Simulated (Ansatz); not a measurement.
# MgZn2TeSe2: the cost of one run

Program: Ansatz 0.2.0. Level of theory: DFT PBE, scalar-relativistic, plane waves, PAW, unless a step names another level. These are calculated values, not measurements.

2 further runs of the same task are left out: 2 that didn't finish. Runs told in other sessions of the task aren't counted.

**1. The starting structure**

Symmetry: I-4m2, No. 119, tetragonal system. Conventional cell: a = 4.233 Å, b = 4.233 Å, c = 17.840 Å, α = 90.00°, β = 90.00°, γ = 90.00°. Around Mg (site symmetry -4m2) lie 4 Se at 2.59 Å. Around Zn (site symmetry 2mm) lie 2 Se at 2.52 Å and 2 Te at 2.64 Å. Te (site symmetry -4m2) has 4 Zn at 2.64 Å in its first shell of neighbours. Se (site symmetry 2mm) is surrounded by 2 Zn at 2.52 Å and 2 Mg at 2.59 Å.

Structure file:

```
Mg Zn Te Se
1.0
    -2.11654    2.11654    8.92016
     2.11654   -2.11654    8.92016
     2.11654    2.11654   -8.92016
Mg Zn Te Se
1 2 1 2
Direct
  0.00000 0.00000 0.00000
  0.66117 0.66117 0.00000
  0.33883 0.33883 0.00000
  0.25000 0.75000 0.50000
  0.58413 0.08413 0.50000
  0.91587 0.41587 0.50000
```

It came out lowest among 28 distinct ends of the trial cells. At a tolerance of 0.02 Å it has space group I-4m2 (No. 119).

**2. A stricter relaxation, on the response runs' mesh and smearing**

File input.yaml:

```yaml
crystal:
  lattice:
    - [-2.1165396424, 2.1165396424, 8.9201613713]
    - [2.1165396424, -2.1165396424, 8.9201613713]
    - [2.1165396424, 2.1165396424, -8.9201613713]
  atoms:
    - { symbol: Mg, position: [0.0, 0.0, 0.0] }
    - { symbol: Zn, position: [0.661173824, 0.661173824, 0.0] }
    - { symbol: Zn, position: [0.338826176, 0.338826176, 0.0] }
    - { symbol: Te, position: [0.25, 0.75, 0.5] }
    - { symbol: Se, position: [0.5841328066, 0.0841328066, 0.5] }
    - { symbol: Se, position: [0.9158671934, 0.4158671934, 0.5] }
basis:
  ecutwfc: 420
kpoints:
  mp_grid: { grid: [10, 10, 10] }
hamiltonian:
  xc: pbe
scf:
  occupations: { method: fixed }
output:
  forces: true
  stress: true
  eigenvalues: true
relax:
  adjacent_minimum: "off"
  f_tol: 0.001
  max_steps: 60
  cell: { stress_tol: 0.01 }
```

Launch:

```console
$ ansatz run input.yaml --threads 3 --pin off --max-ram 7680MiB --backend cpu --events-out ev --progress --plain --runs-dir out
```

Q: Estimate wall time and peak memory on 3 threads of Arm Neoverse V2, shared host.

About 1.8 min, with a peak of 0.88 GiB.
